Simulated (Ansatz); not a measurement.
# H2OSiTe (SMILES O1[SiH2][Te]1): single points off equilibrium

A test off equilibrium: a structure displaced at random from a GFN2-xTB minimum is computed at several levels, and each is set against CCSD(T).

The runs use Ansatz 0.2.0, Gaussian basis; single points in def2-TZVPP.

Cores are frozen in the correlated methods. Filled d shells of the heavier atoms are correlated. Core potentials replace the inner electrons past krypton, and spin-orbit coupling is left out.

## (1) The system as given

SMILES `O1[SiH2][Te]1`, 5 atoms, charge 0, spin multiplicity 1.

Atoms are counted from 1 here; the program's logs count them from 0.

Bond lengths: O1–Si2 1.820 Å, O1–Te3 2.123 Å, Si2–Te3 2.500 Å, Si2–H4 1.179 Å, Si2–H5 1.542 Å. Angles: Si2–O1–Te3 78.3°, O1–Si2–Te3 56.2°, O1–Si2–H4 113.9°, O1–Si2–H5 103.5°, Te3–Si2–H4 126.2°, Te3–Si2–H5 109.1°, H4–Si2–H5 123.9°, O1–Te3–Si2 45.5°.

As a file:

| atom | x (Å) | y (Å) | z (Å) |
| --- | --- | --- | --- |
| O1 | 0.9840 | -0.9914 | -0.1828 |
| Si2 | -0.1900 | 0.3946 | -0.3024 |
| Te3 | -0.3140 | -1.3845 | 1.4499 |
| H4 | -0.7977 | 0.4205 | -1.3121 |
| H5 | 0.6094 | 1.5913 | 0.2503 |

## (2) CCSD(T)/def2-TZVPP

Input file run/in.yaml:

```yaml
crystal:
  periodic: [false, false, false]
  atoms:
    - {symbol: O, position_ang: [0.984000, -0.991400, -0.182800]}
    - {symbol: Si, position_ang: [-0.190000, 0.394600, -0.302400]}
    - {symbol: Te, position_ang: [-0.314000, -1.384500, 1.449900]}
    - {symbol: H, position_ang: [-0.797700, 0.420500, -1.312100]}
    - {symbol: H, position_ang: [0.609400, 1.591300, 0.250300]}
basis:
  gaussian: {orbitals: def2-TZVPP}
correlation: {method: ccsd_t}
output: {forces: true}
```

The command line of these runs was not kept.

## (3) PBE0-D4/def2-TZVPP

Edit run/in.yaml of step 2 so:

```diff
@@ -10,3 +10,3 @@
   gaussian: {orbitals: def2-TZVPP}
-correlation: {method: ccsd_t}
-output: {forces: true}
+hamiltonian: {xc: pbe0, dispersion: d4}
+output: {forces: true, orbitals: {seedname: orbitals}}
```

## (4) wB97M-V/def2-TZVPP

Edit run/in.yaml of step 3 so:

```diff
@@ -10,3 +10,3 @@
   gaussian: {orbitals: def2-TZVPP}
-hamiltonian: {xc: pbe0, dispersion: d4}
-output: {forces: true, orbitals: {seedname: orbitals}}
+hamiltonian: {xc: {name: wB97M-V}}
+output: {forces: true}
```

## (5) r2SCAN-D4/def2-TZVPP

Edit run/in.yaml of step 4 so:

```diff
@@ -10,3 +10,3 @@
   gaussian: {orbitals: def2-TZVPP}
-hamiltonian: {xc: {name: wB97M-V}}
+hamiltonian: {xc: r2scan, dispersion: d4}
 output: {forces: true}
```

## (6) PBE-D4/def2-TZVPP

Edit run/in.yaml of step 5 so:

```diff
@@ -10,3 +10,3 @@
   gaussian: {orbitals: def2-TZVPP}
-hamiltonian: {xc: r2scan, dispersion: d4}
+hamiltonian: {xc: pbe, dispersion: d4}
 output: {forces: true}
```

## (7) CAM-B3LYP-D4/def2-TZVPP

Edit run/in.yaml of step 6 so:

```diff
@@ -10,3 +10,3 @@
   gaussian: {orbitals: def2-TZVPP}
-hamiltonian: {xc: pbe, dispersion: d4}
+hamiltonian: {xc: {name: CAM-B3LYP}, dispersion: d4}
 output: {forces: true}
```

## (8) BLYP-D4/def2-TZVPP

Edit run/in.yaml of step 7 so:

```diff
@@ -10,3 +10,3 @@
   gaussian: {orbitals: def2-TZVPP}
-hamiltonian: {xc: {name: CAM-B3LYP}, dispersion: d4}
+hamiltonian: {xc: {name: BLYP}, dispersion: d4}
 output: {forces: true}
```

(Steps that only read results are left out.)

**Question.** What will these runs give? Wanted: energy less free atoms, CCSD(T)/def2-TZVPP; RMS force component; RMS force error; HOMO and LUMO, PBE0-D4; T1 diagnostic.

**Answer**, as computed:

| quantity | value |
| --- | --- |
| energy less free atoms, CCSD(T)/def2-TZVPP | -1208.5 kJ/mol |
| RMS force component | 4.543 to 4.787 eV/Å over the methods |
| RMS force error | PBE0-D4 0.165, wB97M-V 0.205, r2SCAN-D4 0.062, PBE-D4 0.210, CAM-B3LYP-D4 0.205, BLYP-D4 0.346 eV/Å |
| HOMO and LUMO, PBE0-D4 | -6.03 and -2.49 eV |
| T1 diagnostic | 0.017 |

In words: Against CCSD(T) the functionals' energies less atoms differ by -94.8 to -23.9 kJ/mol, PBE-D4 by -94.8 kJ/mol. The reference is not at the basis limit: in triple zeta CCSD(T) underbinds, which counts against methods that bind more; the gaps are no ranking. The forces of r2SCAN-D4 come nearest to CCSD(T), those of BLYP-D4 are farthest. Frozen-core CCSD(T) forces in triple zeta carry basis errors of their own, and this is one geometry, so small gaps rank nothing. The restricted Hartree–Fock reference is unstable towards an unrestricted one at one or more of these structures.
